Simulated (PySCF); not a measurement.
# C₅H₇ClN₂Si: electronic excitations

Wanted: the electronic excitations of C₅H₇ClN₂Si (`[SiH3]Nc1ccc(Cl)nc1`), by calculation.

Computed with PySCF 2.14.0, with density-fitted response routines of our own, on a single molecule in the gas phase. Atoms are numbered from 0 throughout.

## Step 1: Starting geometry

16 atoms, charge 0, multiplicity 1; geometry from: GFN2-xTB.

Bonds of the start (Å): Si0–N1 1.74, N1–C2 1.37, C2–C3 1.40, C3–C4 1.38, C4–C5 1.39, C5–Cl6 1.72, C5–N7 1.32, N7–C8 1.32, C8–C2 1.40, Si0–H9 1.46, Si0–H10 1.46, Si0–H11 1.46, N1–H12 1.01, C3–H13 1.08, C4–H14 1.08, C8–H15 1.08.

## Step 2: Excited states and response: CAM-B3LYP/def2-SVPD

The job: settings as JSON, then the geometry in Å.

```
{"job": {"kind": "uv", "xc": "CAM-B3LYP", "basis": "def2-SVPD", "nstates": 8, "ntriplets": 3}, "charge": 0, "multiplicity": 1}
Si     2.732344     0.275160     0.266230
N      1.358036    -0.770139     0.077297
C      0.027680    -0.446078     0.129173
C     -0.413837     0.869327     0.308509
C     -1.766870     1.137559     0.348404
C     -2.643711     0.068356     0.208529
Cl    -4.345620     0.335238     0.247701
N     -2.253759    -1.176900     0.043008
C     -0.961531    -1.429052     0.003702
H      2.677459     0.918059     1.581219
H      2.735693     1.287835    -0.791964
H      3.860752    -0.641480     0.146092
H      1.513582    -1.755086    -0.075463
H      0.306185     1.665879     0.413932
H     -2.139420     2.139760     0.483384
H     -0.694583    -2.469496    -0.133680
```

Method: TDDFT CAM-B3LYP/def2-SVPD, vertical, gas phase, core orbitals frozen in the response.

Started as:

```console
> OMP_NUM_THREADS=1 python probes_run.py task.json out
```

The driver reads the jobs from task.json and runs them one after another.

What will the session give for the following? lowest singlet (CAM-B3LYP/def2-SVPD); brightest single state of those computed; lowest triplet. Wanted: lowest singlet; brightest single state of those computed; lowest triplet.

**Answer**, as computed:

```
                                quantity                        value
    lowest singlet (CAM-B3LYP/def2-SVPD)  4.57 eV (271 nm), f = 0.054
brightest single state of those computed  state 3, 5.42 eV, f = 0.430
                          lowest triplet                      3.54 eV
```

The first singlet state (HOMO→LUMO 0.94) lies at 4.57 eV and is bright; of the 8 states computed, the strongest absorption comes from state 3 at 5.42 eV. The lowest triplet lies 1.03 eV below the lowest singlet (triplets in Tamm-Dancoff, singlets in full TDDFT).
